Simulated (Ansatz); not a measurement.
## CBr2Cl, SMILES Cl[C](Br)Br: a geometry optimisation, step by step

With the Ansatz DFT code, driven from Python.

The cells in order, each with its output:

In [1]:
```python
import ansatz as az
import numpy as np
import pandas as pd
```

In [2]:
```python
BASIS = "def2-SVP"
FUNCTIONAL = "b3lyp"
```

In [3]:
```python
mol = (
    az.Crystal.molecule()
    .atom("Cl", (0.2413, 0.7259, 1.564))
    .atom("C", (-0.0075, 0.0058, 0.0255))
    .atom("Br", (0.7727, -1.6212, -0.3183))
    .atom("Br", (-0.9509, 0.8292, -1.2916))
)
```

In [4]:
```python
calc = (
    mol.calculation()
    .basis(gaussian=BASIS)
    .functional(FUNCTIONAL)
    .spin("collinear", total=1)
)
symbols = [site.symbol for site in mol.cartesian_sites]
start = np.array([site.position_ang for site in mol.cartesian_sites], dtype=float)
def progress(event):
    if event["event"] == "relax_step":
        row = event["data"]
        print(f"step {row['step']:3d}  E = {row['lagrangian_ev']:.6f} eV  max force {row['allowed_force_max_ev_ang']:.4f} eV/A")
```

In [5]:
```python
summary = calc.relax(force_tolerance=0.02, max_steps=100).session().plan().execute(on_event=progress).report
end = np.array(summary["positions_ang"])
```
```text
step   1  E = -153630.332959 eV  max force 0.8762 eV/A
step   2  E = -153630.381894 eV  max force 0.4917 eV/A
step   3  E = -153630.417735 eV  max force 0.2274 eV/A
step   4  E = -153630.424731 eV  max force 0.1275 eV/A
step   5  E = -153630.425664 eV  max force 0.0359 eV/A
step   6  E = -153630.425641 eV  max force 0.0171 eV/A
step   7  E = -153630.425729 eV  max force 0.0024 eV/A
```

In [6]:
```python
print(f"E = {summary['free_energy_ev']:.6f} eV = {summary['free_energy_ev'] / 27.211386246:.7f} Ha")
print("converged:", summary["converged"], " doubts:", summary["published_state_doubts"] or "none")
```
```text
E = -153630.425958 eV = -5645.8140195 Ha
converged: True  doubts: none
```

In [7]:
```python
print("final positions (A) and the move of each atom")
for symbol, xyz, old in zip(symbols, end, start):
    print(f"{symbol:2s} {xyz[0]:10.5f} {xyz[1]:10.5f} {xyz[2]:10.5f}   {np.linalg.norm(xyz - old):7.4f}")
```
```text
final positions (A) and the move of each atom
Cl    0.28561    0.76745    1.52446    0.0725
C    -0.16331   -0.09642    0.10450    0.2024
Br    0.84870   -1.62754   -0.33562    0.0782
Br   -0.91540    0.89621   -1.31374    0.0790
```

In [8]:
```python
charges = summary["charge_distribution"]
table = pd.DataFrame({"atom": symbols, "mulliken": charges["mulliken_charges_e"], "lowdin": charges["lowdin_charges_e"]})
print(table.round(3).to_string())
print("dipole (e A):", np.round(charges["dipole_moment_e_ang"], 4) + 0.0)
```
```text
  atom  mulliken  lowdin
0   Cl    -0.003   0.242
1    C    -0.087  -0.590
2   Br     0.045   0.174
3   Br     0.045   0.174
dipole (e A): [ 0.0471  0.0193 -0.0352]
```

Notes:
- Total energies depend on the basis set; only differences at equal settings carry meaning.
- The end point is the stationary point reached from this start; no frequency run checks that it is a minimum, and the basis set is modest.
- The species is open-shell (spin multiplicity 2).
- The Löwdin charges here are taken after orthogonalising the functions within each atom; they differ from plain Löwdin charges, and their signs can be unphysical.
- b3lyp holds the VWN-RPA fit, as in Gaussian; the form of ORCA and Turbomole is b3lyp5.
- It ran for 57 s on 1 thread of Arm Neoverse V2, on a shared host, peak memory 0.46 GiB.

(Lines on the test bed's own set-up are left out of the output.)
